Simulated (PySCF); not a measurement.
# C4H9I (t-Butyl Iodide): the cost of one run

Programs: PySCF 2.14.0, with routines of our own; each step states its level. All values are computed. Atoms count from 0.

## Step 1: The starting structure

14 atoms, charge 0, multiplicity 1; geometry from: GFN2-xTB.

## Step 2: Geometry optimisation at PBE0-D3(BJ)/def2-SVP

The job: settings as JSON, then the geometry in Å.

```
{"job": {"xc": "PBE0", "basis": "def2-SVP", "d3": "d3bj", "grid": 1, "maxiter": 30, "shake": 0.01, "kind": "geom"}, "charge": 0, "multiplicity": 1}
C     -0.234790     1.330560    -0.457400
C     -0.030810     0.061720     0.303430
C      1.352310    -0.478520     0.057520
C     -1.050070    -0.967990    -0.031440
I     -0.204280     0.525190     2.452890
H     -1.250290     1.764550    -0.266510
H     -0.163610     1.157990    -1.530810
H      0.499380     2.114770    -0.200510
H      2.129150     0.261550     0.355550
H      1.544240    -1.385100     0.652710
H      1.481590    -0.718820    -0.982180
H     -2.077600    -0.590060     0.179860
H     -0.965390    -1.871370     0.539050
H     -1.036980    -1.219570    -1.079920
```

Started as:

```bash
> OMP_NUM_THREADS=1 python heavy_run.py task.json out
```

The driver reads the jobs from task.json and runs them one after another.

**Question.** How long does this run take on 1 thread of Arm Neoverse N1, shared host?

About 55 s.
